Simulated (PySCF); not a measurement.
# Br4Cr (CrBr4): the cost of one run

Computed with PySCF 2.14.0 and routines of our own; the level stands in each step. Atoms count from 0.

## 1. The starting structure

5 atoms, charge 0, states of the metal's open shell are computed; geometry from: model start, shaken.

## 2. Relaxing the molecule at PBE0-D3(BJ)/def2-SVP

The job: settings as JSON, then the geometry in Å.

```
{"job": {"xc": "PBE0", "basis": "def2-SVP", "d3": "d3bj", "grid": 1, "maxiter": 45, "kind": "geom"}, "charge": 0, "metal": "Cr", "open_shell": "d2"}
Cr     0.000020     0.004480    -0.004110
Br     1.308770     1.315310     1.307260
Br    -1.321230    -1.302030     1.314750
Br    -1.331440     1.329480    -1.316780
Br     1.323710    -1.336090    -1.322570
```

On the command line:

```console
$ OMP_NUM_THREADS=1 python lf_run.py task.json out
```

The driver reads the jobs from task.json and runs them one after another.

Q: Estimate the wall time and peak memory of this first job on 1 thread of Arm Neoverse V1, shared host.

About 19 min, with a peak of 1.1 GiB.
